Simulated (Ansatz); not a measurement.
# CH₁₀B₂Si₂: up Jacob's ladder to CCSD(T)

Aim: compute CH₁₀B₂Si₂ with functionals from several rungs and with coupled cluster. The yardstick is the atomisation energy at the CCSD(T) limit.

Method: functionals in def2-TZVPP, the program's frozen cores in correlated methods; program: Ansatz 0.2.0, Gaussian basis.

The runs, in order: LDA (SPW92), PBE-D4, revPBE-D4, BLYP-D4, r2SCAN-D4, B97M-V, PBE0-D4, B3LYP-D4, r2SCANh-D4, r2SCAN0-D4, HSE06-D4, BHLYP-D4, CAM-B3LYP-D4, LC-ωPBE, ωB97X-V, ωB97M-V, B2PLYP, PBE-QIDH; CCSD(T)/def2-SVP; CCSD(T)/def2-TZVPP; MP2/def2-QZVPP; extrapolation to the limit; RPA on PBE.

**1. The geometry**

An earlier PBE0-D4 in a triple-zeta def2 set relaxation fixed the geometry.

15 atoms, charge 0, spin multiplicity 1.

Atoms are counted from 1 here; the program's logs count them from 0.

Bond lengths: B1–Si2 2.049 Å, B1–H6 1.200 Å, B1–H7 1.200 Å, Si2–B3 1.911 Å, Si2–C4 1.875 Å, Si2–Si5 2.347 Å, B3–H8 1.203 Å, B3–H9 1.197 Å, C4–H10 1.093 Å, C4–H11 1.091 Å, C4–H12 1.094 Å, Si5–H13 1.479 Å, Si5–H14 1.680 Å, Si5–H15 1.485 Å. Angles: Si2–B1–H6 110.7°, Si2–B1–H7 110.8°, H6–B1–H7 119.2°, B1–Si2–B3 109.5°, B1–Si2–C4 114.3°, B1–Si2–Si5 58.6°, B3–Si2–C4 124.1°, B3–Si2–Si5 64.6°, C4–Si2–Si5 112.9°, Si2–B3–H8 115.9°, Si2–B3–H9 124.7°, H8–B3–H9 118.8°, Si2–C4–H10 110.9°, Si2–C4–H11 111.2°, Si2–C4–H12 109.3°, H10–C4–H11 109.5°, H10–C4–H12 107.2°, H11–C4–H12 108.6° and more.

**2. LDA**

This LDA is Slater exchange with PW92 correlation.

The input, in.yaml:

```yaml
crystal:
  periodic: [false, false, false]
  atoms:
    - {symbol: B, position_ang: [0.311231, 1.623835, -0.333909]}
    - {symbol: Si, position_ang: [0.830815, -0.236571, 0.348843]}
    - {symbol: B, position_ang: [-0.316137, -0.727803, 1.795760]}
    - {symbol: C, position_ang: [1.401620, -1.418892, -0.989836]}
    - {symbol: Si, position_ang: [-1.417033, 0.394125, 0.111072]}
    - {symbol: H, position_ang: [0.529508, 2.457767, 0.500744]}
    - {symbol: H, position_ang: [0.711847, 1.794978, -1.451512]}
    - {symbol: H, position_ang: [-0.628214, 0.160702, 2.543961]}
    - {symbol: H, position_ang: [-0.604268, -1.852783, 2.085712]}
    - {symbol: H, position_ang: [0.769379, -1.338242, -1.877350]}
    - {symbol: H, position_ang: [1.398912, -2.450179, -0.633526]}
    - {symbol: H, position_ang: [2.419479, -1.157567, -1.293555]}
    - {symbol: H, position_ang: [-2.484709, 1.026103, 0.915758]}
    - {symbol: H, position_ang: [-0.957898, 1.863085, -0.562737]}
    - {symbol: H, position_ang: [-1.986533, -0.189358, -1.129927]}
basis:
  gaussian: {orbitals: def2-TZVPP}
hamiltonian: {xc: lda}
output: {orbitals: {seedname: orbitals}}
```

The run is started by

```console
$ ansatz run in.yaml --threads 4 --pin off --events-out ev --progress --plain --max-ram 10444MiB
```

Further steps of the session: PBE-D4 (GGA); revPBE-D4 (GGA); BLYP-D4 (GGA); r2SCAN-D4 (meta-GGA); B97M-V (meta-GGA); PBE0-D4 (hybrid); B3LYP-D4 (hybrid); r2SCANh-D4 (hybrid); r2SCAN0-D4 (hybrid); HSE06-D4 (hybrid); BHLYP-D4 (hybrid); CAM-B3LYP-D4 (range-separated); LC-ωPBE (range-separated); ωB97X-V (range-separated); ωB97M-V (range-separated); B2PLYP (double hybrid); PBE-QIDH (double hybrid); CCSD(T) in def2-SVP; CCSD(T) in def2-TZVPP; MP2 in def2-QZVPP; RPA on PBE orbitals.

**Question.** What will the summary of the whole plan be? Wanted: atomisation energy, CCSD(T)/CBS; farthest beyond LDA; mean size of error, GGA; mean size of error, meta-GGA; mean size of error, hybrid; mean size of error, range-separated; mean size of error, double hybrid; gap, smallest and largest; T1 diagnostic.

**Answer**, as computed:

```
                               quantity                                            value
        atomisation energy, CCSD(T)/CBS                                    4921.3 kJ/mol
 functionals within 24.6 kJ/mol (0.5 %)  revPBE-D4, BLYP-D4, B3LYP-D4, LC-ωPBE, PBE-QIDH
                    farthest beyond LDA                            B97M-V (+84.8 kJ/mol)
                mean size of error, GGA                                      35.7 kJ/mol
           mean size of error, meta-GGA                                      80.0 kJ/mol
             mean size of error, hybrid                                      44.8 kJ/mol
    mean size of error, range-separated                                      25.7 kJ/mol
      mean size of error, double hybrid                                      27.8 kJ/mol
              gap, smallest and largest         3.41 eV (LDA (SPW92)), 9.50 eV (LC-ωPBE)
                          T1 diagnostic                                           0.0133
triples share of the correlation energy                                            4.4 %
```

In words: LDA overbinds by 644.2 kJ/mol (13 %). PBE-D4 is off by +80.6 kJ/mol. Double hybrids carry the basis error of their MP2 part in triple zeta, and no dispersion term here, so their miss is partly the set-up's. Taken by rung, range-separated functionals do best (25.7 kJ/mol on average) and meta-GGA ones worst beyond LDA (80.0 kJ/mol). The gap between the best rungs is small, so their order is not settled. Misses under about 24.6 kJ/mol are within the doubt on the reference itself, which lacks core-valence correlation, relativity and higher excitations. Hartree-Fock recovers 76 % of the binding; the rest is correlation. CCSD(T) in def2-SVP is off by -257.7 kJ/mol, so the small basis spoils what the method gains. The gap grows from 3.4 to 9.5 eV across the functionals, mostly with the share of exact exchange.
